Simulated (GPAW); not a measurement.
CsLiCr2Te2S3 in GPAW: the effect of functional

CsLiCr2Te2S3:

```
Cs Li Cr Te S
1.0
     3.60358    0.00000    0.00000
    -1.80179    3.12079    0.00000
     0.00000    0.00000   19.06651
Cs Li Cr Te S
1 1 2 2 3
Direct
  0.00000 0.00000 0.37399
  0.66667 0.33333 0.01607
  0.00000 0.00000 0.86637
  0.33333 0.66667 0.16833
  0.33333 0.66667 0.53891
  0.66667 0.33333 0.77276
  0.00000 0.00000 0.10030
  0.33333 0.66667 0.92920
  0.66667 0.33333 0.23408
```

The cell was built by a generator and needn't be a form met in nature.

Alike in all runs:

| Property | Result |
| --- | --- |
| Program | GPAW 26.7.0 |
| Task | band structure |
| Cutoff | 800 eV |
| Basis | pw |
| k mesh | 6 × 6 × 1 |
| Occupations | fermi-dirac, width 0.05 eV |
| Spin | collinear spin, ferromagnetic start |
| Starting moments | [0.0, 0.0, 3.0, 3.0, 0.0, 0.0, 0.0, 0.0, 0.0] μB |

```tsv
functional	potentials or basis	pressure (GPa)	moment (μB)	largest force (eV/Å)
LDA	the program's PAW data sets (release 1.2.1) made for this functional	-5.0	5.58	0.69
PBE	GPAW PAW data sets (gpaw-data 1.2.1)	0.1	5.68	0.13
r2SCAN	GPAW PAW data sets (gpaw-data 1.2.1)	?	?	?
```

Question: What does the run with functional r2SCAN give?

Answer: Pressure 0.3 GPa; moment 5.85 μB; largest force 0.31 eV/Å.

Caveats: only a ferromagnetic start was run, and an antiferromagnetic order may lie lower in energy; the PAW data sets were made with another functional, which shifts forces and pressure a little (some runs).
